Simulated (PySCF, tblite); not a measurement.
# C₄H₅N₃O: geometry, infrared bands and NMR shifts

Aim: predict the infrared bands and NMR shifts of C₄H₅N₃O (`COc1ccnnn1`).

The runs use tblite 0.8.0 and PySCF 2.14.0, with density-fitted response routines of our own; the level of theory stands in each step. All values are computed, except where a source is named. Atoms are numbered from 0 throughout.

**1. The starting structure**

13 atoms, charge 0, multiplicity 1; geometry from: force field or distance geometry start.

Bonds of the start (Å): C0–O1 1.42, O1–C2 1.40, C2–C3 1.36, C3–C4 1.37, C4–N5 1.34, N5–N6 1.31, N6–N7 1.30, N7–C2 1.35, C0–H8 1.10, C0–H9 1.10, C0–H10 1.10, C3–H11 1.08, C4–H12 1.08.

**2. Relaxing the molecule with GFN2-xTB**

The job: settings as JSON, then the geometry in Å.

```
{"job": {"kind": "relax", "xc": "GFN2-xTB", "basis": "xTB"}, "charge": 0, "multiplicity": 1}
C     -2.296100     0.274900     0.002900
O     -1.246600    -0.414100    -0.650400
C      0.011300    -0.111400    -0.119600
C      1.069800    -0.729800    -0.699800
C      2.271300    -0.398200    -0.137800
N      2.389500     0.483200     0.863100
N      1.316700     1.047200     1.350500
N      0.129000     0.778200     0.893200
H     -2.360400     0.010100     1.066400
H     -3.245400    -0.032400    -0.466200
H     -2.208700     1.359000    -0.129100
H      0.966500    -1.445700    -1.499600
H      3.198700    -0.820600    -0.491300
```

On the command line:

```
OMP_NUM_THREADS=1 python probes_run.py task.json out
```

This one command runs all jobs of the session in turn.

**Question.** This job is followed by: GFN2-xTB harmonic vibrations, gas phase; GIAO PBE0/pcSseg-1 NMR shielding, non-relativistic, gas phase. Predict these results of the whole session: strongest single infrared mode (GFN2-xTB); zero-point energy (GFN2-xTB); ¹³C shifts against TMS (PBE0/pcSseg-1); ¹H shifts against TMS (PBE0/pcSseg-1, means over atoms taken as alike); ¹⁷O shifts against H2O (PBE0/pcSseg-1); ¹⁵N shifts against NH3 (PBE0/pcSseg-1).

**Answer**, as computed:

| quantity | value |
| --- | --- |
| strongest single infrared mode (GFN2-xTB) | 1514 cm⁻¹, 295 km/mol |
| zero-point energy (GFN2-xTB) | 58.1 kcal/mol |
| ¹³C shifts against TMS (PBE0/pcSseg-1) | 169.3, 152.8, 110.8, 56.9 ppm |
| ¹H shifts against TMS (PBE0/pcSseg-1, means over atoms taken as alike) | 8.97, 6.79, 4.48 ppm |
| ¹⁷O shifts against H2O (PBE0/pcSseg-1) | 126.8 ppm |
| ¹⁵N shifts against NH3 (PBE0/pcSseg-1) | 539.4, 420.1, 389.3 ppm |

What this shows: Over 18 steps the energy fell by 0.218 eV; of the close pairs, O1–C2 changed most, 1.398 to 1.327 Å. All 33 modes are real, so the xTB geometry is a minimum. The strongest single mode, at 1514 cm⁻¹, is carried by C3, C4, C2. Unscaled tight-binding wavenumbers are off by several per cent, some by more. Its intensities can rank the bands wrongly. At PBE0/pcSseg-1: Shielding is most anisotropic at N6 (span 962 ppm, paramagnetic term -583 ppm). NICS(1)zz of -25 ppm above the planar ring from C2 marks a diatropic (aromatic) ring current.
